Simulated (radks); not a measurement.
# Dipole-allowed lines with 48 electrons: Te⁴⁺, I⁵⁺, Xe⁶⁺

An exercise on one series of results from a longer session: the logs are not shown, and one member is left open.

Program: radks (a radial shooting solver on a logarithmic mesh, Libxc functionals) version 1. Level of theory: scalar-relativistic Kohn-Sham, exchange-only LDA, spin-unpolarised, spherical densities, finite nucleus. These are calculated values, not measurements, unless marked.

**The system**

* species: Te⁴⁺ ([Kr] 4d10 5s2), I⁵⁺ ([Kr] 4d10 5s2), Xe⁶⁺ ([Kr] 4d10 5s2)

Set-up of the first run:

The run's settings:

```text
Z 52
configuration [Kr] 4d10 5s2 5p0 6s0 4f0 5d0
relativity scalar-relativistic
functional lda,
spin unpolarised
nucleus finite rms 4.7423 fm
c 137.035999084
response adiabatic LDA kernel, real frequencies
```

Run with:

```console
$ python run_ks.py task.json out
```

This one command runs every case of the session in turn.

Steps of the session up to this table: Te⁴⁺, [Kr] 4d10 5s2.

One of the session's tables, all rows but one given; the rest of the session is left out.

It belongs to the step «Te⁴⁺, [Kr] 4d10 5s2». From the orbitals of this run (lengths in bohr):

| level | <r> | outermost maximum (interpolated) | 90 % within | nodes |
| --- | --- | --- | --- | --- |
| 4s | 0.7641 | 0.700 | 1.10 | 3 |
| 4p | 0.8200 | 0.737 | 1.20 | 2 |
| 4d | 0.9626 | 0.809 | 1.47 | 1 |
| 5s | 1.871 | 1.70 | 2.67 | 4 |
| 5p | 2.137 | 1.93 | 3.07 | 3 |
| 5d | 2.833 | 2.55 | 4.10 | 2 |
| 6s | 3.787 | 3.67 | 5.31 | 5 |
| 4f | ? | ? | ? | ? |

Q: Estimate the row for 4f from the others.

The run gave: <r>: 2.375; outermost maximum (interpolated): 1.96; 90 % within: 3.91; nodes: 0. In the column «<r>» it lies between 5p (2.137) and 5d (2.833).
